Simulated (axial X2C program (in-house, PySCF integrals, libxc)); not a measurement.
**CoCO: bond lengths and stretches, held linear**

One table from this session's results is given with a row withheld; the runs are named, their logs left out.

The runs use an in-house X2C program for linear molecules on PySCF integrals; all-electron X2C, two-component (2c) or spin-free, Co dyall-v3z, C dyall-v3z, O dyall-av3z.

All values are calculated.

2 further runs of the same task are left out: 2 set aside as unsound or not needed.

Set-up of the first run:

The input, task.json:

```json
{
 "zs": [
  27,
  6,
  8
 ],
 "q": 0,
 "bas": [
  "dyall-v3z",
  "dyall-v3z",
  "dyall-av3z"
 ],
 "r0": [
  1.81,
  1.15
 ],
 "symm": 0,
 "scan": [
  "PBE0",
  "HF",
  "PBE"
 ],
 "levels": [
  "PBE0",
  "HF",
  "TPSSh"
 ],
 "nst": 2
}
```

Keys: zs atomic numbers; q charge; bas basis sets; r0 starting distance in Å; symm equal bonds; scan levels of the two-bond scan; levels methods; nst determinants followed.

The run is started by

```
$ python solin.py task.json out
```

Masses Co 58.933, C 12.000, O 15.995 u.

Among the steps run: Scan at PBE0, 2c; Scan at PBE, 2c; Scan at PBE0, spin-free.

One table of the session follows, with a row left open; its other results are not shown here.

| level | r(Co–C) (Å) | r(C–O) (Å) | lower stretch (cm⁻¹) | upper stretch (cm⁻¹) |
| --- | --- | --- | --- | --- |
| PBE0, 2c | 1.693 | 1.146 | 481.3 | 2031.9 |
| PBE, 2c | 1.663 | 1.169 | 610.7 | 1984.5 |
| PBE0, spin-free | ? | ? | ? | ? |
| PBE, spin-free | 1.664 | 1.168 | 610.8 | 1984.6 |

Estimate the missing values for PBE0, spin-free.

The run gave: r(Co–C) (Å): 1.694; r(C–O) (Å): 1.146; lower stretch (cm⁻¹): 480.9; upper stretch (cm⁻¹): 2032.6. In the column «r(Co–C) (Å)» it is the highest.

Scans not shown above were run alike.

The lower stretch spreads by more than a fifth over the levels, so it depends strongly on the method. The molecule was held linear; bending was not examined, so a bent shape may lie lower. Note: functional without a current term on a determinant with orbital currents, of the molecule or an atom.
